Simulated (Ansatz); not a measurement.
# SnH2 (triplet): wave-function methods side by side at scale of all distances = 0.871, def2-SVP

How much of the correlation energy of SnH2 (triplet) does each wave-function method recover here?

Computed with Ansatz 0.2.0, Gaussian basis. Level: def2-SVP, core rule «outside noble gas», up to 9 orbitals frozen.

The runs, in order: UHF; CCSD(T) on ROHF; CCSD(T) on UHF; BCCD(T) on ROHF; CISD; CCSDT(Q) on ROHF; CCSDT(Q) on UHF; CASSCF and MRCISD+Q, 4 electrons in 4 orbitals; CASSCF and NEVPT2, 4 electrons in 4 orbitals; CASSCF and MRCISD+Q, 6 electrons in 6 orbitals; CASSCF and NEVPT2, 6 electrons in 6 orbitals; Full CI.

15 further runs of the same task are left out: 7 that didn't finish, 8 set aside as unsound or not needed.

### Step 1. The system

The geometry derives from a PBE0/def2-TZVP stationary point (not a proven minimum). All distances are scaled together. No spin-orbit coupling is included. Elements past krypton take def2 core potentials.

3 atoms, charge 0, spin multiplicity 3.

Atoms are counted from 1 here; the program's logs count them from 0.

Bond lengths: Sn1–H2 1.494 Å, Sn1–H3 1.494 Å. Angles: H2–Sn1–H3 119.7°.

Geometry (Å):

```xyz
3
charge 0, multiplicity 3
Sn    0.0000   -0.0125    0.0000
H     0.0000    0.7381   -1.2915
H     0.0000    0.7381    1.2915
```

### Step 2. UHF

Input file in.yaml:

```yaml
crystal:
  periodic: [false, false, false]
  atoms:
    - {symbol: Sn, position_ang: [0.000000, -0.012535, 0.000000]}
    - {symbol: H, position_ang: [0.000000, 0.738132, -1.291478]}
    - {symbol: H, position_ang: [0.000000, 0.738132, 1.291478]}
basis:
  gaussian: {orbitals: def2-SVP}
magnetization: {spin_polarized: true, initial_magnetization: 2}
hamiltonian: {xc: hf}
output: {orbitals: {seedname: orbitals}}
```

Command:

```bash
> ansatz run in.yaml --threads 1 --pin off --events-out ev --progress --plain --max-ram 2393MiB
```

The runs that follow: CCSD(T) on ROHF; CCSD(T) on UHF; BCCD(T) on ROHF; CISD; CCSDT(Q) on ROHF; CCSDT(Q) on UHF; CASSCF and MRCISD+Q, 4 electrons in 4 orbitals; CASSCF and NEVPT2, 4 electrons in 4 orbitals; CASSCF and MRCISD+Q, 6 electrons in 6 orbitals; CASSCF and NEVPT2, 6 electrons in 6 orbitals; Full CI.

Q: Predict the results of all the runs planned. Wanted: FCI below the RHF energy; RMP2 from FCI; UMP2 from FCI; RCCSD from FCI; RCCSD(T) from FCI; UCCSD(T) from FCI; RCCSDT(Q) from FCI; UCCSDT(Q) from FCI; NEVPT2 pair from FCI.

The runs gave:

```
                         quantity                                                                                                                      value
         FCI below the RHF energy                                                                                                                 -2.2321 eV
                    RMP2 from FCI                                                                                                                 +535.0 meV
                    UMP2 from FCI                                                                                                                 +511.0 meV
                   RCCSD from FCI                                                                                                                  +45.4 meV
                RCCSD(T) from FCI                                                                                                                  +10.2 meV
                UCCSD(T) from FCI                                                                                                                  -10.5 meV
               RCCSDT(Q) from FCI                                                                                                                   -1.1 meV
               UCCSDT(Q) from FCI                                                                                                                  -21.8 meV
             NEVPT2 pair from FCI                                                                                                                 +513.5 meV
           MRCISD+Q pair from FCI                                                                                                                  -22.5 meV
          NEVPT2 valence from FCI                                                                                                                 +426.3 meV
levels within 1 kcal/mol (43 meV)  UCCSD, RCCSD(T), UCCSD(T), BCCD(T), RCCSDT, UCCSDT, RCCSDT(Q), UCCSDT(Q), MRCISD+Q pair, MRCISD valence, MRCISD+Q valence
                    T1 diagnostic                                                                                                                      0.016
   effectively unpaired electrons                                                                                                                       2.02
```

In words: RCCSD(T) lands +10.2 meV from the yardstick (0.5 % of the correlation energy). CCSD(T) misses by +10.2 meV on the restricted determinant and by -10.5 meV on the unrestricted one; the two need not hold the same state or core. UCCSD(T), UCCSDT, UCCSDT(Q), MRCISD+Q pair, MRCISD+Q valence fall below full CI: unrestricted runs freeze a spin-polarised core, another one than full CI's, and coupled cluster isn't variational. One determinant dominates. Of the multireference levels listed MRCISD+Q pair comes nearest in total energy (-22.5 meV), which doesn't show that its space is the better one. These misses are within one basis, not against nature; the frozen cores of restricted and unrestricted runs differ, which can shift their rows.
